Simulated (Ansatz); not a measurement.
# Al3VN4: the cost of one run

Program: Ansatz 0.2.0. Level of theory: DFT PBE, scalar-relativistic, plane waves, PAW. These are calculated values, not measurements.

### Step 1. The starting structure

The structure is tetragonal, space group P4/mmm (No. 123). Conventional cell: a = 3.302 Å, b = 3.302 Å, c = 9.341 Å, α = 90.00°, β = 90.00°, γ = 90.00°. Al (site symmetry 4mm) has 6 N at 2.34 Å as nearest neighbours. Around Al (site symmetry 4/mmm) lie 6 N at 2.34 Å. Around V (site symmetry 4/mmm) lie 6 N at 2.34 Å. Around N (site symmetry 4/mmm) lie 6 Al at 2.34 Å. Around N (site symmetry 4mm) lie 5 Al at 2.34 Å and 1 V at 2.34 Å. Around N (site symmetry 4/mmm) lie 4 V at 2.34 Å and 2 Al at 2.34 Å.

Structure file:

```cif
data_structure
_symmetry_space_group_name_H-M 'P 1'
_symmetry_Int_Tables_number 1
_cell_length_a 3.3024
_cell_length_b 3.3024
_cell_length_c 9.3405
_cell_angle_alpha 90.000
_cell_angle_beta 90.000
_cell_angle_gamma 90.000
_cell_volume 101.87
loop_
_atom_site_label
_atom_site_type_symbol
_atom_site_fract_x
_atom_site_fract_y
_atom_site_fract_z
_atom_site_occupancy
Al1 Al 0.00000 0.00000 0.75000 1
Al2 Al 0.50000 0.50000 0.00000 1
Al3 Al 0.00000 0.00000 0.25000 1
V1 V 0.50000 0.50000 0.50000 1
N1 N 0.00000 0.00000 0.00000 1
N2 N 0.50000 0.50000 0.25000 1
N3 N 0.00000 0.00000 0.50000 1
N4 N 0.50000 0.50000 0.75000 1
```

The start is an ordering of an alloy on its end members' structure types: elements ordered on the sites of the AlN type, V/Al on Al (P4/mmm, No. 123).

### Step 2. The guess as it stands, on a coarse mesh

Input file input.yaml:

```yaml
crystal:
  lattice:
    - [3.30237982, 0.0, 0.0]
    - [0.0, 3.30237982, 0.0]
    - [0.0, 0.0, 9.34054066]
  atoms:
    - { symbol: Al, position: [0.0, 0.0, 0.75] }
    - { symbol: Al, position: [0.5, 0.5, 0.0] }
    - { symbol: Al, position: [0.0, 0.0, 0.25] }
    - { symbol: V, position: [0.5, 0.5, 0.5], spin: 2.0 }
    - { symbol: "N", position: [0.0, 0.0, 0.0] }
    - { symbol: "N", position: [0.5, 0.5, 0.25] }
    - { symbol: "N", position: [0.0, 0.0, 0.5] }
    - { symbol: "N", position: [0.5, 0.5, 0.75] }
basis:
  ecutwfc: 420
kpoints:
  mp_grid: { grid: [6, 6, 2] }
hamiltonian:
  xc: pbe
scf:
  occupations: { method: gaussian, width: 0.1 }
  lower_state_search: "off"
output:
  forces: true
  stress: true
  eigenvalues: true
  populations: true
magnetization:
  spin_polarized: true
```

Command:

```
$ ansatz run input.yaml --threads 1 --pin off --max-ram 2560MiB --backend cpu --events-out ev --progress --plain --runs-dir out
```

**Question.** How long does this run take on 1 thread of Intel Xeon Platinum 8259CL at 2.50GHz (Skylake/Cascade Lake), shared host, and how much memory does it need?

About 13 s, with a peak of 0.46 GiB.
